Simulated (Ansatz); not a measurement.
# C2H5I: the cost of one run

Computed with Ansatz 0.2.0 (DFT B3LYP+D3(BJ), Gaussian basis def2-TZVP, and further levels as typed in the inputs, unless a step's input says otherwise).

## 1. The system as given

Bond lengths: C1–C2 1.519 Å, C2–I3 2.132 Å, C1–H4 1.095 Å, C1–H5 1.095 Å, C1–H6 1.095 Å, C2–H7 1.095 Å, C2–H8 1.095 Å. Angles: C1–C2–I3 110.9°, C1–C2–H7 109.5°, C1–C2–H8 109.5°, I3–C2–H7 109.8°, I3–C2–H8 109.8°, H7–C2–H8 107.3°, C2–C1–H4 111.4°, C2–C1–H5 110.1°, C2–C1–H6 111.4°, H4–C1–H5 107.8°, H4–C1–H6 108.1°, H5–C1–H6 107.8°.

Coordinates:

```xyz
8

C    -0.7553    0.2706    0.0847
C     0.5788   -0.4196   -0.1420
I     2.1976    0.8742    0.3569
H    -0.8810    0.5643    1.1324
H    -1.5770   -0.4046   -0.1752
H    -0.8511    1.1694   -0.5337
H     0.6292   -1.3282    0.4673
H     0.6589   -0.7261   -1.1904
```

## 2. Relaxing the atoms: C2H5I

The input, input.yaml:

```yaml
relax:
  f_tol: 0.001
  max_steps: 200
crystal:
  periodic: [false, false, false]
  atoms:
    - { symbol: C, position_ang: [-0.75532, 0.27057, 0.08474] }
    - { symbol: C, position_ang: [0.57878, -0.41958, -0.14203] }
    - { symbol: I, position_ang: [2.19757, 0.87422, 0.35693] }
    - { symbol: H, position_ang: [-0.88095, 0.56426, 1.13236] }
    - { symbol: H, position_ang: [-1.57704, -0.40459, -0.17522] }
    - { symbol: H, position_ang: [-0.8511, 1.16942, -0.53368] }
    - { symbol: H, position_ang: [0.62918, -1.32822, 0.46734] }
    - { symbol: H, position_ang: [0.65889, -0.72607, -1.19043] }
basis:
  gaussian: { orbitals: def2-TZVP }
hamiltonian:
  xc: { name: B3LYP }
  dispersion: d3bj
```

Launch:

```bash
$ ansatz run input.yaml --threads 4 --pin off --max-ram 16384MiB --backend cpu --events-out ev --progress --plain --runs-dir out
```

What time and memory should one allow on 4 threads of Intel Xeon Platinum 8259CL at 2.50GHz (Skylake/Cascade Lake), shared host?

About 26 s, with a peak of 0.31 GiB.
